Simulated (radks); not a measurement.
# Cu⁴⁺ in [Ne] 3s1 3p6 3d8: an all-electron calculation

An exercise on one series of results from a longer session: the logs are not shown, and one member is left open.

The numbers are computed with radks (a radial shooting solver on a logarithmic mesh, Libxc functionals) version 1 (Dirac Kohn-Sham, OLYP, spin-unpolarised, spherical densities, finite nucleus; open shells fill j = l - 1/2 first), except any that are marked as measured or tabulated.

### What is computed

* element: copper (Z = 29)
* charge: +4
* electrons: 25
* configuration: [Ne] 3s1 3p6 3d8
* nuclear rms radius: 3.8823 fm

Set-up of the first run:

The run's settings:

```text
Z 29
configuration [Ne] 3s1 3p6 3d8 4s0 4p0
relativity Dirac
functional optx,lyp
spin unpolarised
j_filling energy
nucleus finite rms 3.8823 fm
c 137.035999084
```

Launch:

```
python run_ks.py task.json out
```

This one command runs every case of the session in turn.

One table of the session follows, with a row left open; its other results are not shown here.

It belongs to the step «Radial structure». Sizes of the orbitals, from the radial functions (bohr):

```
level      <r>  outermost maximum (interpolated)  90 % within  nodes
1s1/2  0.05213                            0.0341       0.0931      0
2s1/2   0.2348                             0.197        0.364      1
2p1/2   0.2040                             0.156        0.334      0
2p3/2   0.2073                             0.159        0.339      0
3s1/2   0.6975                             0.609         1.04      2
3p1/2   0.7172                             0.608         1.10      1
3p3/2   0.7263                             0.616         1.11      1
3d3/2   0.7960                             0.574         1.32      0
3d5/2   0.7995                             0.577         1.33      0
4s1/2    1.939                              1.75         2.80      3
4p1/2    2.161                              1.97         3.12      2
4p3/2        ?                                 ?            ?      ?
```

**Question.** Estimate the row for 4p3/2.

As computed: <r>: 2.178; outermost maximum (interpolated): 1.99; 90 % within: 3.14; nodes: 2. In the column «<r>» it is the highest.
